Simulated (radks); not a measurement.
**Exchange and kinetic functionals tested on atomic densities: Au⁺, Li, Cd⁺, Se⁺, Br⁵⁺, Ba**

An exercise on one series of results from a longer session: the logs are not shown, and one member is left open.

The numbers are computed with radks (a radial shooting solver on a logarithmic mesh, Libxc functionals) version 1 (non-relativistic Kohn-Sham, exchange-only B88, spin-polarised, spherical densities, point nucleus; open shells are filled with parallel spins first), except any that are marked as measured or tabulated.

### The atom as given

```
species : Au⁺ ([Xe] 4f14 5d10), Li ([He] 2s1), Cd⁺ ([Kr] 4d10 5s1), Se⁺ ([Ar] 3d10 4s2 4p3), Br⁵⁺ ([Ar] 3d10 4s2), Ba ([Xe] 6s2)
```

Set-up of the first run:

The run's settings:

```text
Z 79
configuration [Xe] 4f14 5d10
relativity non-relativistic
functional b88,
spin polarised
nucleus point
```

Steps of the session up to this table: Au⁺, [Xe] 4f14 5d10.

One table of the session follows, with a row left open; its other results are not shown here.

It belongs to the step «Au⁺, [Xe] 4f14 5d10». From the orbitals of this run (lengths in bohr):

```
level     <r>  outermost maximum (interpolated)  90 % within  nodes
   3d  0.1695                             0.140        0.262      0
   4s  0.4487                             0.421        0.642      3
   4p  0.4528                             0.421        0.655      2
   4d  0.4609                             0.413        0.686      1
   4f  0.4869                             0.370        0.778      0
   5s   1.028                             0.936         1.47      4
   5p   1.120                             0.993         1.63      3
   5d       ?                                 ?            ?      ?
```

**Question.** Estimate the row for 5d.

**Answer.** <r>: 1.559; outermost maximum (interpolated): 1.20; 90 % within: 2.44; nodes: 2. In the column «<r>» it is the highest.
